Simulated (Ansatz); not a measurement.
## GeH₆NOSb, SMILES [NH2][GeH]([OH])[SbH2]: a geometry optimisation

Computed with the Python package of Ansatz (0.2.0).

The script, `geh6nosb.py`:
```python
'''Minimum-energy structure of GeH6NOSb.'''

import argparse

import ansatz as az
from ase import Atoms
import numpy as np
import pandas as pd

parser = argparse.ArgumentParser(description='Minimum-energy structure of GeH6NOSb.')
parser.add_argument('--basis', required=True, help='basis')
parser.add_argument('--xc', required=True, help='exchange-correlation functional')
args = parser.parse_args()

atoms = Atoms(['N', 'Ge', 'O', 'Sb', 'H', 'H', 'H', 'H', 'H', 'H'], positions=[
    (-1.325, 0.0147, -1.0066),
    (0.2002, -0.6813, -0.3549),
    (-0.214, -2.1192, 0.6173),
    (1.4908, 1.0909, 1.1191),
    (-1.9277, 0.3639, -0.2088),
    (-1.1032, 0.9387, -1.5417),
    (1.1485, -1.0839, -1.5307),
    (0.7333, -2.4076, 0.9719),
    (-0.0787, 1.4952, 1.997),
    (1.1588, 2.3373, -0.0597),
])
mol = az.Crystal.molecule_from_ase(atoms)

setup = (
    mol.calculation()
    .basis(gaussian=args.basis)
    .functional(args.xc)
)
symbols = [site.symbol for site in mol.cartesian_sites]
start = np.array([site.position_ang for site in mol.cartesian_sites], dtype=float)
data = setup.relax(force_tolerance=0.005).run().report
end = np.array(data['positions_ang'])

print('reference energy %16.6f eV' % data['reference_energy_ev'])
print('total energy     %16.6f eV' % data['free_energy_ev'])
print('occupied (up, down):', data['n_occupied'], ' virtual:', data['n_virtual'], ' frozen:', data['n_frozen'])

print('bond        before    after (A)')
for i, j in [(0, 1), (0, 4), (0, 5), (1, 2), (1, 3), (1, 6), (2, 7), (3, 8), (3, 9)]:
    d0, d1 = (np.linalg.norm(xyz[i] - xyz[j]) for xyz in (start, end))
    print(f'{symbols[i]}{i}-{symbols[j]}{j}'.ljust(10), f'{d0:8.4f} {d1:8.4f}')
for i, j, k in [(1, 0, 4), (1, 0, 5), (4, 0, 5), (0, 1, 2), (0, 1, 3), (0, 1, 6), (2, 1, 3), (2, 1, 6)]:
    u, v = end[i] - end[j], end[k] - end[j]
    print(f'angle {symbols[i]}{i}-{symbols[j]}{j}-{symbols[k]}{k}: {np.degrees(np.arccos(np.clip(u @ v / np.linalg.norm(u) / np.linalg.norm(v), -1, 1))):.2f} deg')

charges = data['charge_distribution']
table = pd.DataFrame({'atom': symbols, 'mulliken': charges['mulliken_charges_e'], 'lowdin': charges['lowdin_charges_e']})
print(table.round(3).to_string())
print('dipole (e A):', np.round(charges['dipole_moment_e_ang'], 4) + 0.0)
with open('geh6nosb_opt.xyz', 'w') as handle:
    handle.write(f'{len(symbols)}\nrelaxed GeH6NOSb\n')
    handle.writelines(f'{s:2s} {x:11.6f} {y:11.6f} {z:11.6f}\n' for s, (x, y, z) in zip(symbols, end))
```

```console
$ python geh6nosb.py --basis def2-SVP --xc r2SCAN
reference energy    -66682.077593 eV
total energy        -66682.077593 eV
occupied (up, down): [38, 38]  virtual: [78, 78]  frozen: 0
bond        before    after (A)
N0-Ge1       1.7987   1.8255
N0-H4        1.0591   1.0188
N0-H5        1.0906   1.0187
Ge1-O2       1.7845   1.7883
Ge1-Sb3      2.6418   2.6635
Ge1-H6       1.5633   1.5462
O2-H7        1.0518   0.9661
Sb3-H8       1.8432   1.7183
Sb3-H9       1.7474   1.7186
angle Ge1-N0-H4: 114.53 deg
angle Ge1-N0-H5: 114.03 deg
angle H4-N0-H5: 108.52 deg
angle N0-Ge1-O2: 102.19 deg
angle N0-Ge1-Sb3: 119.01 deg
angle N0-Ge1-H6: 105.93 deg
angle O2-Ge1-Sb3: 107.08 deg
angle O2-Ge1-H6: 112.02 deg
  atom  mulliken  lowdin
0    N    -0.380   0.070
1   Ge     0.546  -0.109
2    O    -0.439   0.056
3   Sb     0.020   0.154
4    H     0.139   0.013
5    H     0.136   0.015
6    H    -0.101  -0.066
7    H     0.191  -0.014
8    H    -0.056  -0.061
9    H    -0.057  -0.060
dipole (e A): [0.1482 0.3066 0.042 ]
```

`geh6nosb_opt.xyz`, as written:
```text
10
relaxed GeH6NOSb
N    -1.396667   -0.061985   -0.990099
Ge    0.248205   -0.562435   -0.376473
O    -0.124054   -2.064524    0.519780
Sb    1.546100    1.048408    1.301234
H    -2.034005    0.271244   -0.268441
H    -1.367806    0.627201   -1.739709
H     1.105397   -0.835146   -1.634095
H     0.594616   -2.316052    1.114430
H     0.035591    1.544217    1.953114
H     1.475623    2.297772    0.123158
```

Total energies depend on the basis set; only differences at equal settings carry meaning. The end point is the stationary point reached from this start; no frequency run checks that it is a minimum, and the basis set is modest. The Löwdin charges here are taken after orthogonalising the functions within each atom; they differ from plain Löwdin charges, and their signs can be unphysical. Wall time of the script: 3.8 min on 1 thread of Arm Neoverse V1, with other jobs on the host, peak memory 0.31 GiB.

(A comment or docstring line of the script was reworded after the run, the code is as it ran; lines on the test bed's own set-up are left out of the output.)
